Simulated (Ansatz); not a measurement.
# Sr2BeTe3: the cost of one run

Method: DFT PBE, scalar-relativistic, plane waves, PAW, in Ansatz 0.2.0.

## 1. The starting structure

It takes space group P3m1 (No. 156, trigonal). Conventional cell: a = 4.764 Å, b = 4.764 Å, c = 12.892 Å, α = 90.00°, β = 90.00°, γ = 120.00°. Sr (site symmetry 3m) has 4 Te at 3.26 Å as nearest neighbours. Be (site symmetry 3m) is surrounded by 4 Te at 2.36 to 2.80 Å. Te (site symmetry 3m) is surrounded by 1 Be at 2.36 Å and 3 Sr at 3.26 Å. Te (site symmetry 3m) has 3 Be at 2.80 Å and 1 Sr at 3.26 Å as nearest neighbours. Te (site symmetry 3m) has 4 Sr at 3.26 Å as nearest neighbours.

Coordinates:

```
Sr Be Te
1.0
     4.76449    0.00000    0.00000
    -2.38224    4.12617    0.00000
     0.00000    0.00000   12.89206
Sr Be Te
2 1 3
Direct
  0.33333 0.66667 0.47699
  0.66667 0.33333 0.86479
  0.00000 0.00000 0.18304
  0.00000 0.00000 0.00000
  0.33333 0.66667 0.22439
  0.66667 0.33333 0.61219
```

The cell is invented: close-packed anion layers stacked ABC|A, with sites between them filled layer by layer (P3m1, No. 156). Its size is a rough estimate.

## 2. Probe: one point on a coarse mesh

Input file input.yaml:

```yaml
crystal:
  lattice:
    - [4.76448811, 0.0, 0.0]
    - [-2.38224405, 4.12616774, 0.0]
    - [0.0, 0.0, 12.89205915]
  atoms:
    - { symbol: Sr, position: [0.33333333, 0.66666667, 0.47698837] }
    - { symbol: Sr, position: [0.66666667, 0.33333333, 0.86479466] }
    - { symbol: Be, position: [0.0, 0.0, 0.18304416] }
    - { symbol: Te, position: [0.0, 0.0, 0.0] }
    - { symbol: Te, position: [0.33333333, 0.66666667, 0.22438743] }
    - { symbol: Te, position: [0.66666667, 0.33333333, 0.61219371] }
basis:
  ecutwfc: 420
kpoints:
  mp_grid: { grid: [6, 6, 2] }
hamiltonian:
  xc: pbe
scf:
  occupations: { method: gaussian, width: 0.1 }
  lower_state_search: "off"
output:
  forces: true
  stress: true
  eigenvalues: true
```

Launch:

```console
$ ansatz run input.yaml --threads 1 --pin off --max-ram 2560MiB --backend cpu --events-out ev --progress --plain --runs-dir out
```

What time and memory should one allow on 1 thread of Intel Xeon at 2.70GHz, shared host?

About 11 s, with a peak of 0.47 GiB.
